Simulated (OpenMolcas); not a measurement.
**doublet [H2]+: a chain of runs**

We compute a single-point energy (ROHF/3-21G), then the energy (CASSCF(1,2)/3-21G), then the energy (CASPT2(1,2)/3-21G), then a single-point energy (SC-NEVPT2(1,2)/3-21G), then the energy (MRCI(1,2)/3-21G) of doublet [H2]+. 

The results are computed with OpenMolcas 26.06.

1 further run of the same task is left out (set aside as unsound or not needed).

### Step 1. The structure to begin with

The species is [H2]+ (2 atoms), meant as a doublet with charge +1. As SMILES of the parent species, `[H][H]`. The coordinates come from a PBE0-D4/def2-TZVP relaxation. That shape belongs to the parent species and isn't relaxed for this state.

Bond lengths: H1–H2 0.746 Å.

### Step 2. A single-point energy at ROHF/3-21G (run 1)

The input, geom.xyz:

```xyz
2

H      0.319300    -0.099200     0.165500
H     -0.319300     0.099200    -0.165500
```

The input, step1.inp:

```
* H2 Hartree-Fock

&GATEWAY
 BASLIB
 $CurrDir
 COORD
 geom.xyz
 BASIS
 3-21G
 GROUP
 NoSym

&SEWARD

&SCF
 UHF
 CHARGE
 1
 SPIN
 2
 SCRAMBLE
 0.25
 PRORBITALS
 1 1

&RASSCF
 FILEORB
 $Project.UnaOrb
 SPIN
 2
 NACTEL
 1 0 0
 INACTIVE
 0
 RAS2
 1
 OUTORBITALS
 Canonical
 ORBLISTING
 Nothing
```

The basis set 3-21G is read from a file made from the Basis Set Exchange's data (not shown).

Launch:

```
$ export MOLCAS_MEM=1860
$ pymolcas step1.inp > step1.log
```

The log of the run, shortened:

```text
--- Start Module: gateway ---
[...]
--- Stop Module: gateway /rc=_RC_ALL_IS_WELL_ ---
[...]
      Basis functions            4
[...]
--- Start Module: scf ---
[...]
       Convergence after   9 Iterations
[...]
::    Total SCF energy                                 -0.5553638620
[...]
      Total spin, S                                     0.5000000000
[...]
--- Stop Module: scf /rc=_RC_ALL_IS_WELL_ ---
--- Start Module: rasscf ---
[...]
      Number of active orbitals                  1
[...]
      Spin quantum number                      0.5
[...]
      Active orbitals                            1
[...]
      Number of CSFs                             1
[...]
      Number of root(s) required                 1
[...]
      Convergence after  5 iterations
[...]
      printout of CI-coefficients larger than  0.05 for root  1
      energy=      -0.555364
      conf/sym  1     Coeff  Weight
             1  u   1.00000 1.00000
      Natural orbitals and occupation numbers for root  1
      sym 1:   1.000000
      ************************************************************************************************************************
      *                                                    Final results                                                     *
[...]
::    RASSCF root number  1 Total energy:     -0.55536386
[...]
      Total electronic charge=    1.000000
      Total            charge=    1.000000
[...]
      Dipole Moment (debye):
      Origin of the operator (angstrom)=    0.0000    0.0000    0.0000
                   X= -2.2024E-08               Y=  6.8423E-09               Z= -1.1415E-08           Total=  2.5733E-08
      Center of Charge (angstrom)
[...]
--- Stop Module: rasscf /rc=_RC_ALL_IS_WELL_ ---
[...]
```

It took 3 s on 1 thread of Intel Xeon Platinum 8259CL at 2.50GHz (Skylake/Cascade Lake), shared host; peak memory 0.37 GiB.

### Step 3. The energy at CASSCF(1,2)/3-21G (run 2)

geom.xyz is that of step 2.

The input, step2.input:

```
>>> EXPORT MOLCAS_PRINT=2

&gateway
 baslib=$CurrDir
 coord=geom.xyz
 basis=3-21G
 group=NoSym

&seward

&rasscf
 fileorb=$CurrDir/step1.RasOrb
 spin=2
 nactel=1 0 0
 inactive=0
 ras2=2
 orblisting=Nothing
 orbappear=Compact
```

The basis set 3-21G is read from a file made from the Basis Set Exchange's data (not shown).

Launch:

```
$ export MOLCAS_MEM=1860
$ pymolcas step2.input > step2.log
```

The log of the run, shortened:

```text
--- Start Module: gateway ---
[...]
--- Stop Module: gateway /rc=_RC_ALL_IS_WELL_ ---
--- Start Module: seward ---
[...]
      Basis functions            4
--- Stop Module: seward /rc=_RC_ALL_IS_WELL_ ---
[...]
--- Start Module: rasscf ---
[...]
      Number of active orbitals                  2
[...]
      Spin quantum number                      0.5
[...]
      Active orbitals                            2
[...]
      Number of CSFs                             2
[...]
      Number of root(s) required                 1
[...]
 ###    WARNING: Problems in orbital optimization.                           ###
 ###############################################################################
  Warning: In symmetry  1, orbital p=   2 has diagonal density matrix element D(p,p) close to zero. D(p,p)=  5.040230E-17
[...]
 ###    WARNING: Problems in orbital optimization.                           ###
 ###############################################################################
  Warning: In symmetry  1, orbital p=   2 has diagonal density matrix element D(p,p) close to zero. D(p,p)=  5.040231E-17
[...]
 ###    WARNING: Problems in orbital optimization.                           ###
 ###############################################################################
  Warning: In symmetry  1, orbital p=   2 has diagonal density matrix element D(p,p) close to zero. D(p,p)=  5.040229E-17
[...]
      Convergence after  4 iterations
[...]
      printout of CI-coefficients larger than  0.05 for root  1
      energy=      -0.555364
      conf/sym  11     Coeff  Weight
             1  u0   1.00000 1.00000
      Natural orbitals and occupation numbers for root  1
      sym 1:   1.000000   0.000000
      ************************************************************************************************************************
      *                                                    Final results                                                     *
[...]
::    RASSCF root number  1 Total energy:     -0.55536386
[...]
      Total electronic charge=    1.000000
      Total            charge=    1.000000
[...]
      Dipole Moment (debye):
      Origin of the operator (angstrom)=    0.0000    0.0000    0.0000
                   X=  6.1621E-09               Y= -1.9144E-09               Z=  3.1939E-09           Total=  7.1998E-09
      Center of Charge (angstrom)
[...]
--- Stop Module: rasscf /rc=_RC_ALL_IS_WELL_ ---
[...]
```

Run time: 2.8 s. Hardware: 1 thread of Intel Xeon Platinum 8259CL at 2.50GHz (Skylake/Cascade Lake), shared host; peak memory 0.37 GiB.

### Step 4. A single-point energy at CASPT2(1,2)/3-21G (run 3)

geom.xyz is that of step 3.

The input, step3.input:

```
&gateway
baslib = $CurrDir
coord = geom.xyz
basis = 3-21G
group = NoSym
&seward
&rasscf
fileorb = $CurrDir/step2.RasOrb
spin = 2
nactel = 1 0 0
inactive = 0
ras2 = 2
orblisting = Nothing
orbappear = Compact
&caspt2
imaginary = 0.1
frozen = 0
```

The basis set 3-21G is read from a file made from the Basis Set Exchange's data (not shown).

Launch:

```
$ export MOLCAS_MEM=1860
$ pymolcas step3.input > step3.log
```

The log of the run, shortened:

```text
--- Start Module: gateway ---
[...]
--- Stop Module: gateway /rc=_RC_ALL_IS_WELL_ ---
[...]
      Basis functions            4
[...]
--- Start Module: rasscf ---
[...]
      Number of active orbitals                  2
[...]
      Spin quantum number                      0.5
[...]
      Active orbitals                            2
[...]
      Number of CSFs                             2
[...]
      Number of root(s) required                 1
[...]
 ###    WARNING: Problems in orbital optimization.                           ###
 ###############################################################################
  Warning: In symmetry  1, orbital p=   2 has diagonal density matrix element D(p,p) close to zero. D(p,p)=  6.045325E-32
[...]
 ###    WARNING: Problems in orbital optimization.                           ###
 ###############################################################################
  Warning: In symmetry  1, orbital p=   2 has diagonal density matrix element D(p,p) close to zero. D(p,p)=  1.049536E-30
[...]
      Convergence after  4 iterations
[...]
      printout of CI-coefficients larger than  0.05 for root  1
      energy=      -0.555364
      conf/sym  11     Coeff  Weight
             1  u0   1.00000 1.00000
      Natural orbitals and occupation numbers for root  1
      sym 1:   1.000000   0.000000
      ************************************************************************************************************************
      *                                                    Final results                                                     *
[...]
::    RASSCF root number  1 Total energy:     -0.55536386
[...]
      Total electronic charge=    1.000000
      Total            charge=    1.000000
[...]
      Dipole Moment (debye):
      Origin of the operator (angstrom)=    0.0000    0.0000    0.0000
                   X=  6.1621E-09               Y= -1.9144E-09               Z=  3.1939E-09           Total=  7.1998E-09
      Center of Charge (angstrom)
[...]
--- Stop Module: rasscf /rc=_RC_ALL_IS_WELL_ ---
--- Start Module: caspt2 ---
[...]
      E2 (Variational):          -0.0000000000
      Total energy:              -0.5553638621
[...]
      Reference weight:           1.00000
[...]
::    CASPT2 Root  1     Total energy:     -0.55536386
[...]
--- Stop Module: caspt2 /rc=_RC_ALL_IS_WELL_ ---
[...]
```

Wall time 2.6 s (1 thread of Intel Xeon Platinum 8259CL at 2.50GHz (Skylake/Cascade Lake), shared host); peak memory 0.37 GiB.

[end of part 1 of 2]
